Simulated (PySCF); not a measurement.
# C₇H₇ClO: excited states

What do calculations give for the excited states of C₇H₇ClO (`O[C@]12C=C[C@](Cl)(C=C1)C2`)?

Computed with PySCF 2.14.0 and routines of our own; the level stands in each step. Atoms count from 0.

### 1 The starting structure

16 atoms, charge 0, multiplicity 1; geometry from: GFN2-xTB.

### 2 Excited states: TDA B3LYP/def2-SVP

What the job is given:

```
{"job": {"kind": "states", "xc": "B3LYP", "basis": "def2-SVP", "tda": true, "soc": true, "nstates": 8, "ntriplets": 4, "nquad": 4}, "charge": 0, "multiplicity": 1}
O     -2.149494    -0.972296     0.046724
C     -0.927094    -0.317664     0.035270
C     -0.586467     0.372018     1.351763
C      0.712799     0.628032     1.339084
C      1.244104     0.114110     0.009759
Cl     2.989545    -0.092611    -0.091901
C      0.619072     0.984431    -1.069089
C     -0.680325     0.729445    -1.054463
C      0.377047    -1.146405    -0.141811
H     -2.307834    -1.365944    -0.818081
H     -1.328895     0.596123     2.090817
H      1.322074     1.130655     2.063397
H      1.177657     1.680108    -1.663438
H     -1.468186     1.165712    -1.637691
H      0.531288    -1.878685     0.648485
H      0.467111    -1.618086    -1.120236
```

Level: TDA B3LYP/def2-SVP excited states, vertical, gas phase, spin-orbit mean-field couplings.

Launch:

```
$ OMP_NUM_THREADS=1 python excited_run.py task.json out
```

This one command runs all jobs of the session in turn.

The program printed:

```text
coarse grid: 14656 points
cycle   1  E = -805.6780176081  dE =  1.577e+00  |g| = 7.221e-01  |ddm| = 4.712e+00
cycle   2  E = -805.6025439226  dE =  7.547e-02  |g| = 9.743e-01  |ddm| = 2.243e+00
cycle   3  E = -805.7830196852  dE = -1.805e-01  |g| = 1.184e-01  |ddm| = 1.476e+00
cycle   4  E = -805.7857989319  dE = -2.779e-03  |g| = 4.709e-02  |ddm| = 2.191e-01
cycle   5  E = -805.7862110686  dE = -4.121e-04  |g| = 2.466e-02  |ddm| = 8.269e-02
cycle   6  E = -805.7863549710  dE = -1.439e-04  |g| = 5.835e-03  |ddm| = 3.107e-02
cycle   7  E = -805.7863634712  dE = -8.500e-06  |g| = 1.316e-03  |ddm| = 1.007e-02
final grid: 139016 points
cycle   8  E = -805.9073550040  dE = -4.869e-05  |g| = 6.681e-03  |ddm| = 5.743e-02
cycle   9  E = -805.9073407805  dE =  1.422e-05  |g| = 1.011e-02  |ddm| = 2.422e-02
cycle  10  E = -805.9073664809  dE = -2.570e-05  |g| = 1.065e-03  |ddm| = 1.540e-02
cycle  11  E = -805.9073667139  dE = -2.330e-07  |g| = 3.879e-04  |ddm| = 1.371e-03
cycle  12  E = -805.9073667436  dE = -2.977e-08  |g| = 1.853e-04  |ddm| = 6.410e-04
cycle  13  E = -805.9073667520  dE = -8.322e-09  |g| = 3.117e-05  |ddm| = 2.487e-04
cycle  14  E = -805.9073667522  dE = -1.835e-10  |g| = 1.272e-05  |ddm| = 5.071e-05
converged SCF energy = -805.9073667522

Singlet excitations
state   eV       nm        f     d(h-e)  d(exc)  Lambda  PR(NTO)  |dmu|/D   mu/D   main configurations
  1   5.1199   242.2   0.00022   0.442   2.770   0.781   1.096    1.171    1.162   H->L 0.92
  2   5.6095   221.0   0.01512   1.078   3.013   0.658   1.182    2.893    4.146   H-1->L 0.88
  3   5.9200   209.4   0.01128   1.174   3.250   0.599   1.235    3.246    2.594   H-2->L 0.89, H->L+1 0.09
  4   6.1240   202.5   0.00301   2.219   3.440   0.326   1.020    6.077    5.075   H-3->L 0.98
  5   6.6015   187.8   0.00242   0.765   3.295   0.569   1.343                     H-4->L 0.82, H->L+1 0.14
  6   6.8368   181.3   0.00306   1.372   3.262   0.337   1.026                     H->L+2 0.98
  7   7.1060   174.5   0.01923   1.718   3.617   0.517   1.699                     H->L+3 0.52, H->L+1 0.20, H-5->L 0.16
  8   7.1758   172.8   0.00084   0.286   3.263   0.497   2.850                     H-1->L+1 0.34, H-5->L 0.33, H->L+3 0.25

Triplet excitations (Tamm-Dancoff)
state   eV     d(h-e)  d(exc)  Lambda  PR(NTO)   main configurations
  1   3.4972   0.110   2.291   0.780   1.154   H->L 0.92
  2   4.2179   0.064   2.097   0.678   1.877   H-1->L 0.39, H->L+1 0.33, H-2->L 0.16
  3   5.4112   1.047   3.007   0.652   1.381   H-1->L 0.57, H-2->L 0.21, H->L+1 0.15
  4   5.7540   0.926   3.102   0.664   1.875   H-2->L 0.59, H->L+1 0.35
S1 - T1 = 1.6226 eV

Spin-orbit couplings |<S|Hso|T>| (cm-1)
             T1       T2       T3       T4
S0        1.737    0.926   12.662   17.540
S1        1.068    3.718    4.219    9.792
S2        6.266    7.560    9.924   30.003
S3        1.973   18.041   28.088    5.484
S4        1.454   24.840   78.192  127.735
S5        6.236   17.120   26.851   22.147
S6        2.262    5.257    4.565    5.939
S7        0.475    6.035   11.342   18.878
S8        3.290    7.383   17.955   22.114
T1 sublevels (cm-1): 0.000 0.000 0.001   radiative rates (1/s): 2.25 2.84 0.0389
```

It took 34 s on 1 thread of Arm Neoverse V2, shared host; peak memory 0.77 GiB.

From this job:

| quantity | value |
| --- | --- |
| S1 less T1 | 1.62 eV |

Orbitals, density, ELF and potential are computed afterwards from the orbital file.

Frontier orbitals at B3LYP/def2-SVP, with the share of their density that lies nearest to each atom:

| orbital | energy (eV) | lies on |
| --- | --- | --- |
| HOMO | -6.60 | 4 C atoms about 21 % each |
| LUMO | -0.84 | 4 C atoms about 16 % each |

ELF in a plane through or near 6 of the atoms.

Ten even steps from ' ' (0.00) to '@' (1.00):
```
                                                        
                                                        
                                                        
                            ::****--                    
            ..##%%**..    ::%%@@@@@@--                  
          ..**@@@@@@##....==@@@@@@@@..                  
          --%%@@@@@@@@++##++--%%%%==                    
            --@@@@@@++::##**--++++..  ..====::          
              ..++**++==####++##**::..==##**==          
                  ::==--::  ::++++--..--##++--          
                  ..::--::::==%%%%==  ..--::..          
          ..      ..++==--%%====--++..                  
                  --##--####++==--%%**::                
                ==%%@@%%==**##**%%@@%%++                
                %%@@@@@@%%--::--==**++--                
              ..##@@@@%%==..    ......                  
                  ::--..                                
                                                        
                                                        
                                                        
```
The map spans 10.7 Å across and 9.6 Å up, centred on the molecule. Atoms in the plane (x, y in Å): C2 (0.2, 1.4), C6 (-0.7, -1.3), C7 (0.6, -1.0), H10 (0.7, 2.2), H11 (-1.9, 1.7), H12 (-1.3, -2.0).

log10 of the density (e/Å³) in the same plane.

Ten even steps from '0' (-4.0) to '9' (1.2):
```
0000000000000000000000000000
0000000000000000000000000000
0000000011111222221000000000
0000001222223344432100000000
0000123444444566653210000000
0000134566656677754321000000
0000234678777788764443210000
0000134577888897765554320000
0000233567777777765665430000
0001233456666667766665431000
0002334455666677765554420000
0002334455777889875543210000
0001233456799889876532100000
0000123456788777776532100000
0000012356776655554421000000
0000011345555444443320000000
0000000123333322221100000000
0000000011222111000000000000
0000000000000000000000000000
0000000000000000000000000000
```
The map spans 10.7 Å across and 9.6 Å up, centred on the molecule. Atoms in the plane (x, y in Å): C2 (0.2, 1.4), C6 (-0.7, -1.3), C7 (0.6, -1.0), H10 (0.7, 2.2), H11 (-1.9, 1.7), H12 (-1.3, -2.0).

On the surface of density 0.002 e/bohr³ the electrostatic potential runs, from the 1st to the 99th percentile, from -1.25 V near O0 to 2.21 V near H9.

### 3 Excited states: TDDFT CAM-B3LYP/def2-SVPD

Settings changed since step 2:

```diff
@@ -1,2 +1,2 @@
-{"job": {"kind": "states", "xc": "B3LYP", "basis": "def2-SVP", "tda": true, "soc": true, "nstates": 8, "ntriplets": 4, "nquad": 4}, "charge": 0, "multiplicity": 1}
+{"job": {"kind": "states", "xc": "CAM-B3LYP", "basis": "def2-SVPD", "tpa": true, "nstates": 6, "nquad": 5, "ntriplets": 0}, "charge": 0, "multiplicity": 1}
 O     -2.149494    -0.972296     0.046724
```

Level: TDDFT CAM-B3LYP/def2-SVPD excited states, vertical, gas phase, two-photon moments by quadratic response.

The program printed:

```text
coarse grid: 14656 points
cycle   1  E = -805.5435932854  dE =  1.946e+00  |g| = 6.691e-01  |ddm| = 9.397e+00
cycle   2  E = -805.5282404476  dE =  1.535e-02  |g| = 7.846e-01  |ddm| = 2.589e+00
cycle   3  E = -805.6407802772  dE = -1.125e-01  |g| = 8.471e-02  |ddm| = 1.530e+00
cycle   4  E = -805.6421322588  dE = -1.352e-03  |g| = 3.801e-02  |ddm| = 3.296e-01
cycle   5  E = -805.6424648008  dE = -3.325e-04  |g| = 1.238e-02  |ddm| = 1.437e-01
cycle   6  E = -805.6424990315  dE = -3.423e-05  |g| = 4.004e-03  |ddm| = 3.897e-02
cycle   7  E = -805.6425031212  dE = -4.090e-06  |g| = 7.822e-04  |ddm| = 1.300e-02
final grid: 139016 points
cycle   8  E = -805.7660250087  dE = -4.797e-05  |g| = 3.802e-03  |ddm| = 1.905e-01
cycle   9  E = -805.7660249096  dE =  9.908e-08  |g| = 4.060e-03  |ddm| = 2.650e-02
cycle  10  E = -805.7660288734  dE = -3.964e-06  |g| = 4.325e-04  |ddm| = 1.333e-02
cycle  11  E = -805.7660289045  dE = -3.110e-08  |g| = 2.465e-04  |ddm| = 1.723e-03
cycle  12  E = -805.7660289175  dE = -1.304e-08  |g| = 4.688e-05  |ddm| = 6.496e-04
cycle  13  E = -805.7660289180  dE = -4.670e-10  |g| = 2.075e-05  |ddm| = 2.110e-04
converged SCF energy = -805.7660289180

Singlet excitations
state   eV       nm        f     d(h-e)  d(exc)  Lambda  PR(NTO)  |dmu|/D   mu/D   delta(TPA)   sigma/GM   main configurations
  1   5.1510   240.7   0.00006   0.207   2.715   0.750   1.059    0.549    1.327        0.24      0.002   H->L 0.98
  2   6.0804   203.9   0.03190   0.629   2.937   0.701   1.213    1.783    2.785        4.63      0.063   H-1->L 0.91
  3   6.5762   188.5   0.01007   0.768   3.152   0.493   1.153    2.298    2.041        8.85      0.140   H-2->L 0.84
  4   6.8267   181.6   0.02200   1.038   3.745   0.313   1.147    4.006    2.614       13.09      0.224   H->L+1 0.63, H->L+2 0.24
  5   6.8468   181.1   0.00357   1.378   3.228   0.375   1.128    4.103    3.039        4.17      0.072   H-3->L 0.79
  6   7.0584   175.7   0.03314   0.863   3.665   0.344   1.208                                            H->L+2 0.65, H->L+1 0.19
```

It took 81 s on 1 thread of Arm Neoverse V2, shared host; peak memory 1.1 GiB.

### 4 Results

```
                                                                  quantity               value
                                   S1 less T1 (step 2, TDA B3LYP/def2-SVP)             1.62 eV
potential on the surface of density 0.002 e/bohr³, 1st and 99th percentile  -1.25 V and 2.21 V
```

In step 2, the number of triplets below S1 is 2, and the largest singlet-triplet spin-orbit coupling is S4–T4, 127.73 cm⁻¹. By nearest atom (B3LYP/def2-SVP), the HOMO sits on 4 C atoms about 21 % each and the LUMO on 4 C atoms about 16 % each.
